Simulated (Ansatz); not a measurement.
## CHNSe, SMILES N=C=[Se]: a ladder of basis sets, step by step

Program: Ansatz 0.2.0 through its Python package.

Notebook, run cell by cell (the value of a cell's last expression is shown):

In [1]:
```python
import ansatz as az
from ase import Atoms

atoms = Atoms(['N', 'C', 'Se', 'H'], positions=[
    [-0.4228, 0.5307, -0.6734],
    [0.3044, -0.1194, 0.0387],
    [1.58, -1.1429, 1.0511],
    [-1.4061, 0.6713, -0.4367],
])
mol = az.Crystal.molecule_from_ase(atoms)
```

In [2]:
```python
job = mol.calculation().functional('B3LYP')
```

In [3]:
```python
energies = {}
for basis in ['def2-SVP', 'def2-SVPD', 'def2-TZVP', 'def2-TZVPP']:
    report = job.basis(gaussian=basis).run(threads=1, pin='off').report
    size = report['n_frozen'] + report['n_occupied'][0] + report['n_virtual'][0]
    energies[basis] = (report['reference_energy_ev'] / 27.211386246, report['free_energy_ev'] / 27.211386246)
    print(f'{basis:14s} {size:4d} orbitals  reference {energies[basis][0]:14.6f} Ha  total {energies[basis][1]:14.6f} Ha')
```
```text
def2-SVP         65 orbitals  reference   -2494.642447 Ha  total   -2494.642447 Ha
def2-SVPD        89 orbitals  reference   -2494.652985 Ha  total   -2494.652985 Ha
def2-TZVP       116 orbitals  reference   -2495.046905 Ha  total   -2495.046905 Ha
def2-TZVPP      124 orbitals  reference   -2495.047967 Ha  total   -2495.047967 Ha
```

In [4]:
```python
last = energies['def2-TZVPP'][1]
for basis, (_, total) in energies.items():
    print(f'{basis:14s} lies {27.211386 * (total - last):9.4f} eV above def2-TZVPP')
```
```text
def2-SVP       lies   11.0348 eV above def2-TZVPP
def2-SVPD      lies   10.7480 eV above def2-TZVPP
def2-TZVP      lies    0.0289 eV above def2-TZVPP
def2-TZVPP     lies    0.0000 eV above def2-TZVPP
```

Against def2-SVP: def2-SVPD -10.5 mHa, def2-TZVP -404.5 mHa and def2-TZVPP -405.5 mHa. The last step alone is -1.06 mHa (these two sets differ little on atoms other than hydrogen). From the first set to the last the time grows from 1.2 to 2.3 s.

Reading the output:
- The drop along the ladder measures the basis error, and is no property of the molecule.
- The geometry is a force-field or estimated start, not a minimum of this method, and the last set is no limit. Much of the fall in a total is atomic energy, which cancels in bond and reaction energies.
- b3lyp holds the VWN-RPA fit, as in Gaussian; the form of ORCA and Turbomole is b3lyp5.
- Timing: 7.9 s on 1 thread of Arm Neoverse V2, with other jobs on the host, peak memory 0.27 GiB.
